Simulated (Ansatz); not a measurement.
# Pt (Pt (110), 5 layers): how the settings move a single-point run

Question: which choices in the input matter for Pt (Pt (110), 5 layers)?

Computed with Ansatz 0.2.0 (reference: DFT, LDA, PAW with Ansatz's default frozen-core files, scalar-relativistic, unless a step's input says otherwise).

1 further run of the same task is left out (it didn't finish).

## 1. Starting point

It takes space group Pmmm (No. 47, orthorhombic). Conventional cell: a = 2.754 Å, b = 3.895 Å, c = 21.508 Å, α = 90.00°, β = 90.00°, γ = 90.00°. Pt (site symmetry mm2) is surrounded by 7 Pt at 2.75 Å. Pt (site symmetry mm2) is surrounded by 11 Pt at 2.75 Å. Around Pt (site symmetry mmm) lie 12 Pt at 2.75 Å.

As a file:

```cif
data_structure
_symmetry_space_group_name_H-M 'Pmmm'
_symmetry_Int_Tables_number 47
_cell_length_a 2.7539
_cell_length_b 3.8946
_cell_length_c 21.5077
_cell_angle_alpha 90.000
_cell_angle_beta 90.000
_cell_angle_gamma 90.000
_cell_volume 230.67
loop_
_atom_site_label
_atom_site_type_symbol
_atom_site_symmetry_multiplicity
_atom_site_Wyckoff_symbol
_atom_site_fract_x
_atom_site_fract_y
_atom_site_fract_z
_atom_site_occupancy
Pt1 Pt 2 q 0.00000 0.00000 0.37196 1
Pt2 Pt 2 t 0.50000 0.50000 0.43598 1
Pt3 Pt 1 c 0.00000 0.00000 0.50000 1
```

## 2. Baseline

input.yaml

```yaml
crystal:
  lattice:
    - [2.7538682155, 0.0, 0.0]
    - [0.0, 3.8945577794, 0.0]
    - [0.0, 0.0, 21.5077]
  atoms:
    - { symbol: Pt, position: [0.0, 0.0, 0.3719589629] }
    - { symbol: Pt, position: [0.5, 0.5, 0.4359794813] }
    - { symbol: Pt, position: [0.0, 0.0, 0.5] }
    - { symbol: Pt, position: [0.5, 0.5, 0.5640205187] }
    - { symbol: Pt, position: [0.0, 0.0, 0.6280410371] }
kpoints:
  mp_grid: { grid: [12, 9, 1] }
scf:
  occupations: { method: fermi_dirac, width: 0.08 }
hamiltonian:
  xc: lda
  pseudopotentials: { kind: paw }
output:
  forces: true
  stress: true
  eigenvalues: true
  populations: true
efield:
  axis: 3
  amplitude: 0
  dipole_correction: true
```

The run is started by

```
> ansatz run input.yaml --threads 2 --pin off --max-ram 4096MiB --backend cpu --events-out ev --progress --plain --runs-dir out
```

## 3. Variant: eigensolver.kind davidson

Changes to input.yaml since step 2:

```diff
@@ -15,2 +15,3 @@
   occupations: { method: fermi_dirac, width: 0.08 }
+  eigensolver: { kind: davidson }
 hamiltonian:
```

What does the calculation give? Wanted: for each run, ending; energy change; gap; force.

**Answer**, as computed:

| run | ending | energy change | gap (eV) | force (eV/Å) | cycles | time |
| --- | --- | --- | --- | --- | --- | --- |
| reference | converged | 0 | 0.00 | 1.15 | 10 | 21 s |
| 1: eigensolver.kind davidson | converged | 0.0 meV/atom | 0.00 | 1.15 | 10 | 18 s |

Residual by cycle in the longest SCF loop of each run; runs are numbered as in the table. The quantity is the density residual dr2, in eV.

| cycle | reference | run 1 |
| --- | --- | --- |
| 1 | 0.881 | 0.895 |
| 2 | 0.115 | 0.123 |
| 3 | 0.0793 | 0.0727 |
| 4 | 0.00629 | 0.00632 |
| 5 | 9.4e-4 | 9.0e-4 |
| 6 | 1.7e-4 | 2.0e-4 |
| 7 | 4.3e-5 | 1.5e-5 |
| 8 | 3.1e-6 | 9.8e-7 |
| 9 | 2.8e-7 | 1.6e-7 |
| 10 | 4.0e-8 | 1.9e-8 |

What this shows: Energy and cycle count are those of the reference, so the change (solver) left the result and the number of cycles as they were.
